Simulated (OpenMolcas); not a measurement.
**Re⁶⁺ among point charges: CASSCF and CASPT2 levels and susceptibility**

Aim: the splitting of the states of Re⁶⁺ in the field of 6 point charges, its lowest levels with spin-orbit coupling and its magnetic susceptibility.

Program: OpenMolcas 26.06. Level of theory: state-averaged CASSCF and CASPT2, spin-orbit coupling by RASSI with atomic mean-field integrals. These are calculated values, not measurements, unless marked.

### 1 The system

* Species: Re⁶⁺ (rhenium, Z = 75, 69 electrons)
* Basis: ANO-RCC-VDZP [7s6p4d2f1g], 68 functions
* Scalar Hamiltonian: DKH2, point nucleus
* Inactive shells: 1s 2s 2p 3s 3p 3d 4s 4p 4d 4f 5s 5p
* Active space: 1 electron in 5 orbitals (5d)
* Some configurations of this space: 5d
* Orbitals: optimised for each spin and parity, averaged over all roots

The outer shells:

5d
```
5d [↑ ][  ][  ][  ][  ]
```

The ion sits among 6 point charges of -1.7 e arranged as a tetragonal octahedron (D4h), 2.07 Å from the ion, with the axial distance 2.691 Å.

Each step is its own input file, run in one work folder so that later steps find the files of earlier ones. Labels, J, g values, rates, χT and fits are worked out afterwards by a script from the matrices that RASSI stores. The input lists half of the charges; inversion (Group=XYZ) makes the rest.

### 2 One- and two-electron integrals

File a.inp:

```
&GATEWAY
Coord
1

Re 0.0 0.0 0.0
Basis=ANO-RCC-VDZP
Group=XYZ
NoMove
AngMom=0.0 0.0 0.0
AMFI
XField
3 Angstrom 0
2.070000 0.000000 0.000000 -1.700000
0.000000 2.070000 0.000000 -1.700000
0.000000 0.000000 2.691000 -1.700000
&SEWARD
```

Run with:

```
OMP_NUM_THREADS=1 MOLCAS_MEM=1689 MOLCAS_PROJECT=a pymolcas a.inp > a.log
```

### 3 Reference wave functions, doublets of even parity, 5 roots

File a.inp:

```
&RASSCF
FileOrb=start.orb
Symmetry=1
Spin=2
nActEl=1 0 0
Inactive=15 19
Ras2=5 0
CIRoot=5 5 1
SDav=5
CIMx=300
Iter=120 100
PrWF=0.3
OrbListing=Nothing
MaxOrb=0
>>> COPY $Project.JobIph JOB001
```

start.orb holds the contracted functions of the basis, ordered by shell, or the orbitals of the step before.

### 4 RASSI: spin-orbit coupling between the states

File a.inp:

```
&RASSI
NrOfJobIphs=1 5
1 2 3 4 5
IphNames
JOB001
EJob
SpinOrbit
DIPRint=1.0
SOCoupling=1000.0
Subsets=2
Property=9
'ANGMOM' 1 'ANGMOM' 2 'ANGMOM' 3 'MLTPL  1' 1 'MLTPL  1' 2 'MLTPL  1' 3
'AMFI' 1 'AMFI' 2 'AMFI' 3
SOProperty=3
'ANGMOM' 1 'ANGMOM' 2 'ANGMOM' 3
```

### 5 CASPT2: IPEA 0.25, imaginary shift 0.1 (closed shells correlated: 5s 5p)

File a.inp:

```
>>> COPY JOB001 $Project.JobIph
&CASPT2
Multistate=5 1 2 3 4 5
NoMult
Frozen=14 16
IPEA=0.25
Imaginary=0.1
MaxIter=60
WThr=0.0 0.3 0.05
PrWF=0.5
NoMix
```

(Steps that only read results are left out.)

**Question.** What will these runs give? Wanted: spin-free ground state; first state of the same spin within the active space; lowest level; next level.

As calculated:

```
                                            quantity                                                                        value
                                              method  SS-CASPT2, IPEA 0.25, imaginary shift 0.1 (closed shells correlated: 5s 5p)
                              spin-free ground state                                               2E, 2-fold in its orbital part
first state of the same spin within the active space                                                             2A1 at 1290 cm⁻¹
                                        lowest level                                            2-fold E1/2, g = 0.70, 1.63, 1.63
                                          next level                                                                  4723.1 cm⁻¹
                                         χT at 300 K                                                               0.19 cm³ K/mol
                           effective moment at 300 K                                                                      1.23 μB
```

Cost by method:

```csv
method,time of its own steps,time with the reference
A. CASSCF,1.8 s,1.8 s
"B. SS-CASPT2, IPEA 0.25, imaginary shift 0.1, +5s 5p",0.67 s,2.4 s
```

Times are of one thread on a shared host.

What this shows: The spin-free ground state (2E) comes to 100 % from free-ion D terms and keeps the highest spin of the shell. χT at 300 K is 0.19, against 0.38 cm³ K/mol for the spin alone, so orbital moment lowers it. The field of point charges can differ much from that of real complexes. Point charges carry no covalency, so the field is a model and not that of real ligands.
